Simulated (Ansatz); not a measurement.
# CH2BF3O: how energies converge with the basis set

The task here is to estimate one member of a computed series from the others.

Program: Ansatz 0.2.0, Gaussian basis. Level of theory: one geometry, several basis sets. These are calculated values, not measurements.

The runs, in order: PBE0-D4/def2-SVP; ωB97M-V/def2-SVP; PBE0-D4/def2-QZVPP; ωB97M-V/def2-QZVPP; the functionals' def2-TZVPP values are taken from earlier runs.

## The relaxed structure

All runs share one geometry, relaxed beforehand with PBE0-D4 in a triple-zeta def2 set.

SMILES `OC(F)B(F)F`, 8 atoms, charge 0, spin multiplicity 1.

Atoms are counted from 1 here; the program's logs count them from 0.

Bond lengths: O1–C2 1.380 Å, O1–H7 0.962 Å, C2–F3 1.386 Å, C2–B4 1.595 Å, C2–H8 1.100 Å, B4–F5 1.314 Å, B4–F6 1.309 Å. Angles: C2–O1–H7 109.7°, O1–C2–F3 110.6°, O1–C2–B4 107.3°, O1–C2–H8 111.6°, F3–C2–B4 110.4°, F3–C2–H8 105.5°, B4–C2–H8 111.5°, C2–B4–F5 119.4°, C2–B4–F6 122.0°, F5–B4–F6 118.6°.

As a file:

```xyz
8
CH2BF3O
O    -0.19728   -1.32394    0.46618
C     0.44651   -0.16406    0.08643
F     1.16668    0.36283    1.14667
B    -0.67351    0.86604   -0.39215
F    -1.25801    0.68913   -1.55603
F    -1.02295    1.89827    0.33297
H     0.44540   -2.03305    0.56641
H     1.18535   -0.35223   -0.70617
```

Set-up of the first run:

Contents of in.yaml:

```yaml
crystal:
  periodic: [false, false, false]
  atoms:
    - {symbol: O, position_ang: [-0.197280, -1.323941, 0.466184]}
    - {symbol: C, position_ang: [0.446514, -0.164055, 0.086425]}
    - {symbol: F, position_ang: [1.166678, 0.362828, 1.146667]}
    - {symbol: B, position_ang: [-0.673508, 0.866042, -0.392153]}
    - {symbol: F, position_ang: [-1.258007, 0.689134, -1.556032]}
    - {symbol: F, position_ang: [-1.022952, 1.898274, 0.332973]}
    - {symbol: H, position_ang: [0.445402, -2.033054, 0.566411]}
    - {symbol: H, position_ang: [1.185355, -0.352227, -0.706173]}
basis:
  gaussian: {orbitals: def2-SVP}
hamiltonian: {xc: pbe0, dispersion: d4}
output: {orbitals: {seedname: orbitals}}
```

Steps of the session up to this table: PBE0-D4 in def2-SVP; ωB97M-V in def2-SVP; PBE0-D4 in def2-QZVPP; ωB97M-V in def2-QZVPP.

One table of the session follows, with a row left open; its other results are not shown here.

It belongs to the step «Density functionals: the series». 

| functional | basis | HOMO (eV) |
| --- | --- | --- |
| PBE0-D4 | def2-SVP | -9.03 |
| PBE0-D4 | def2-TZVPP | -9.26 |
| PBE0-D4 | def2-QZVPP | ? |
| ωB97M-V | def2-SVP | -11.43 |
| ωB97M-V | def2-TZVPP | -11.68 |
| ωB97M-V | def2-QZVPP | -11.73 |

Q: Estimate the row for PBE0-D4, def2-QZVPP from the others.

The run gave: HOMO (eV): -9.31. In the column «HOMO (eV)» it lies between ωB97M-V, def2-SVP (-11.43) and PBE0-D4, def2-TZVPP (-9.26).
